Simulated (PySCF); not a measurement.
# TiN₂: structure of the singlet

The task is one start of a wider search on TiN₂: the singlet, from a bent start. It is relaxed, tested by its Hessian and followed downhill if it is a saddle.

Program: PySCF 2.14.0. Level of theory: PBE0, basis Ti def2-TZVP, N def2-TZVP, no relativity, density fitting. These are calculated values, not measurements.

### 1 Starting geometry

3 atoms, charge 0, spin multiplicity 1.

Bond lengths: Ti1–N2 1.770 Å, Ti1–N3 1.770 Å. Angles: N2–Ti1–N3 110.0°.

```xyz
3
charge 0 multiplicity 1
Ti    0.0000    0.0000    0.0000
N     1.4499    0.0000    1.0152
N    -1.4499    0.0000    1.0152
```

### 2 Finding the electronic state

One driver script runs all steps and calls PySCF; scf.py shows how it sets up the SCF of each step. The optimiser is the driver's own. After this first run the driver tries any further starts and a stability analysis.

File scf.py:

```python
from pyscf import gto, scf, dft
mol = gto.M(atom='''
Ti     0.000000     0.000000     0.000000
N      1.449900     0.000000     1.015200
N     -1.449900     0.000000     1.015200''',
    basis={'Ti': 'def2-TZVP', 'N': 'def2-TZVP'},
    charge=0, spin=0)
mf = dft.RKS(mol, xc='PBE0')
mf.grids.atom_grid = (50, 194)
aux = {'Ti': 'def2-universal-JKFIT', 'N': 'def2-universal-JKFIT'}
mf = mf.density_fit(auxbasis=aux)
mf.conv_tol = 1e-08
mf.diis_space = 10
mf.max_cycle = 60
mf.init_guess = 'minao'
mf.verbose = 4
mf.kernel()
```

Started as:

```
OMP_NUM_THREADS=2 python axn.py task.json out
```

Further steps of the session: Relaxing the singlet from the bent start; Vibrations and properties at this point; The broken-symmetry singlet; Is it a minimum? Harmonic modes.

Q: Predict the outcome of this session. Wanted: minimum; geometry; wavenumbers; dipole moment; highest occupied, lowest empty level; polar-tensor charge of Ti1; zero-point energy; atomisation energy; ⟨S²⟩.

The runs gave:

| quantity | value |
| --- | --- |
| minimum | broken-symmetry (Ms = 0), C2v |
| geometry | N–N 1.206 Å, Ti–N 1.913 Å (×2); N–N–Ti 71.6° (×2), N–Ti–N 36.7° |
| wavenumbers (cm⁻¹) | 503 (a1), 559 (b2), 1683 (a1) |
| dipole moment | 3.78 D |
| highest occupied, lowest empty level (either spin) | -4.67, -2.33 eV |
| polar-tensor charge of Ti1 | +0.28 e |
| zero-point energy | 16.4 kJ/mol |
| entropy at 298.15 K | 254.7 J/(mol K) |
| atomisation energy (no zero-point energy) | 947 kJ/mol |
| ⟨S²⟩ | 1.003 |

What this shows: The molecule stays C2v, as typed, and the end point is a minimum. The determinant is spin-contaminated (⟨S²⟩ = 1.00 against 0.00), so it is no pure spin state. In the infrared the band at 1683 cm⁻¹ (a1) leads. Other starts or spin states, not run here, may lie lower.
